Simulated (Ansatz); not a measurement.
This script makes a ranking of structure types by relaxed energy of VH on several prototypes with the Python package of Ansatz (0.2.0).

Script `vh_prototypes.py`:
```python
"""Structural preference of VH among simple prototypes."""

import csv
import warnings

import ansatz as az
import numpy as np
import spglib


def zincblende(a_site, b_site, a):
    return (
        az.Lattice.fcc(a)
        .space_group(216)
        .atom(a_site, [0, 0, 0])
        .atom(b_site, [0.25, 0.25, 0.25])
        .primitive()
    )


def wurtzite(A, B, a):
    return (
        az.Lattice.from_parameters(a, a, 1.633 * a, alpha=90, beta=90, gamma=120)
        .space_group(186)
        .atom(A, [1 / 3, 2 / 3, 0])
        .atom(B, [1 / 3, 2 / 3, 0.375])
    )


def cscl(a_site, b_site, a):
    return (
        az.Lattice.cubic(a)
        .space_group(221)
        .atom(a_site, [0, 0, 0])
        .atom(b_site, [0.5, 0.5, 0.5])
    )


def rocksalt(first, second, a):
    return (
        az.Lattice.fcc(a)
        .space_group(225)
        .atom(first, [0, 0, 0])
        .atom(second, [0.5, 0.5, 0.5])
        .primitive()
    )


def solve(name, crystal):
    calc = (
        crystal.calculation()
        .functional("PBEsol")
        .scf(tolerance=1e-07)
        .basis(520)
        .kpoints(spacing=0.3)
        .occupations("cold", width=0.1)
        .spin("collinear")
        .stress()
        .band_table()
    )
    calc = calc.relax(force_tolerance=0.03, cell=True)
    return calc.run()


def space_group(outcome):
    sites = outcome.report["lattice"]["sites"]
    kinds = sorted({site["symbol"] for site in sites})
    cell = (outcome.lattice.cell_ang, [site["position_frac"] for site in sites], [kinds.index(site["symbol"]) for site in sites])
    return spglib.get_spacegroup(cell, symprec=0.01)


def pressure_gpa(outcome):
    return float(np.trace(outcome.report["stress_gpa"]) / 3)


def volume_per_atom(outcome):
    return abs(np.linalg.det(outcome.lattice.cell_ang)) / len(outcome.lattice.sites)


def main() -> None:
    # starting lattice constants are rough guesses; the relaxation finds the rest
    warnings.simplefilter("ignore", az.DeckWarning)

    phases = {}
    phases["zincblende"] = zincblende("V", "H", 4.2).moments(V=1.5)
    phases["wurtzite"] = wurtzite("V", "H", 2.97).moments(V=1.5)
    phases["CsCl"] = cscl("V", "H", 2.42).moments(V=1.5)
    phases["rocksalt"] = rocksalt("V", "H", 3.93).moments(V=1.5)

    done = {}
    for name, crystal in phases.items():
        try:
            done[name] = solve(name, crystal)
        except az.NonConvergedError as error:
            print(name, "did not converge:", str(error)[:120])

    energy = {name: o.report["energy_sigma0_ev"] / len(o.lattice.sites) for name, o in done.items()}
    lowest = min(energy.values())
    rows = [(name, len(o.lattice.sites), 1000 * (energy[name] - lowest), space_group(o), pressure_gpa(o), volume_per_atom(o), abs(o.report["magnetization_mub"]) / len(o.lattice.sites)) for name, o in done.items()]
    rows.sort(key=lambda row: row[2])
    with open("prototypes.csv", "w", newline="") as handle:
        writer = csv.writer(handle)
        writer.writerow(["phase", "atoms", "dE (meV/atom)", "space group", "P (GPa)", "V (A^3/atom)", "M (muB/atom)"])
        writer.writerows([round(v, 4) if isinstance(v, float) else v for v in row] for row in rows)
    print(open("prototypes.csv").read())


if __name__ == "__main__":
    main()
```

Which of these structures comes out lowest, and how far apart are they?

By space group at the end of each run: Fm-3m (+0 meV an atom, 7.4 Å³), F-43m (+126 meV an atom, 8.1 Å³), P6_3mc (+146 meV an atom, 8.1 Å³) and Pm-3m (+508 meV an atom, 7.7 Å³).

What the script printed:

Running `python vh_prototypes.py` prints:
```text
RunWarning: the starting moments were not kept: the SCF closed with an absolute magnetisation of 4.7e-7 μB, where they sum to 1.5 μB in size (1 site). That is at most 0.1 of that sum. Measured as dr2_m measures the in/out step, that magnetisation stands 6.9e-14 eV from none, at or under the dr2_threshold of 1.0e-7 eV: it is no larger than a step whose dr2_m would equal this threshold. The system may hold no moment; this SCF shows only that its start led to no more than that. This SCF took its [...]
phase,atoms,dE (meV/atom),space group,P (GPa),V (A^3/atom),M (muB/atom)
rocksalt,2,0.0,Fm-3m (225),-0.0427,7.4311,0.0
zincblende,2,126.0448,F-43m (216),-0.0469,8.1472,0.0
wurtzite,4,145.9909,P6_3mc (186),0.0,8.1267,0.0
CsCl,2,508.3632,Pm-3m (221),0.0182,7.6546,0.0
```
(Warnings from the package without file and line, shortened, repeats left out.)

The settings weren't tested for convergence. The SCF didn't keep the moments it started from (some shrank, vanished or turned); what is printed is the state reached. For the metals among these phases the mesh is modest: differences between phases can be off by up to 40 meV an atom. Pressure is positive in compression. The cells are built on prototypes, so most aren't the phase found in nature. Rows bear the name of their start, and a relaxation keeps or raises the symmetry. Differences under about 40 meV an atom lie within the error of mesh and functional. The script silences the warnings on its input, which a real study should read. Hardware and time: 87 s on 1 thread of Arm Neoverse V2, with other jobs on the host, peak memory 0.48 GiB.

(Lines on the test bed's own set-up are left out of the output.)
